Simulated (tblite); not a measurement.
# BH9N2Si2: the cost of one run

The runs use tblite 0.8.0 and PySCF 2.14.0, with density-fitted response routines of our own; the level of theory stands in each step. All values are computed, except where a source is named. Atoms count from 0, in the outputs and in this text.

### 1 The starting structure

14 atoms, charge 0, multiplicity 1; geometry from: force field or distance geometry start.

Bonds of the start (Å): B0–N1 1.50, N1–Si2 1.78, N1–Si3 1.78, Si3–N4 1.81, B0–H5 1.20, B0–H6 1.18, Si2–H7 1.46, Si2–H8 1.48, Si2–H9 1.48, Si3–H10 1.48, Si3–H11 1.45, N4–H12 1.05, N4–H13 1.05.

### 2 Optimising the geometry with GFN2-xTB

The job: settings as JSON, then the geometry in Å.

```
{"job": {"kind": "relax", "xc": "GFN2-xTB", "basis": "xTB"}, "charge": 0, "multiplicity": 1}
B     -1.499100     1.351300     0.099500
N     -0.581800     0.413500     0.819200
Si    -1.215900    -1.240500     0.694900
Si     1.038600     0.620000     0.122000
N      2.082800    -0.839400     0.353200
H     -2.690800     1.299100     0.194300
H     -1.003900     2.275800    -0.450300
H     -0.484400    -2.051600    -0.271300
H     -2.665000    -1.162100     0.382500
H     -1.147800    -1.841100     2.042400
H      1.708600     1.686900     0.893100
H      1.012800     0.973400    -1.285900
H      2.709100    -0.836700    -0.489500
H      2.736200    -0.649100     1.153900
```

The run is started by

```
> OMP_NUM_THREADS=1 python probes_run.py task.json out
```

This one command runs all jobs of the session in turn.

Q: Estimate the wall time and peak memory of this first job on 1 thread of Intel Xeon at 2.50GHz, shared host.

About 1.3 s, with a peak of 0.18 GiB.
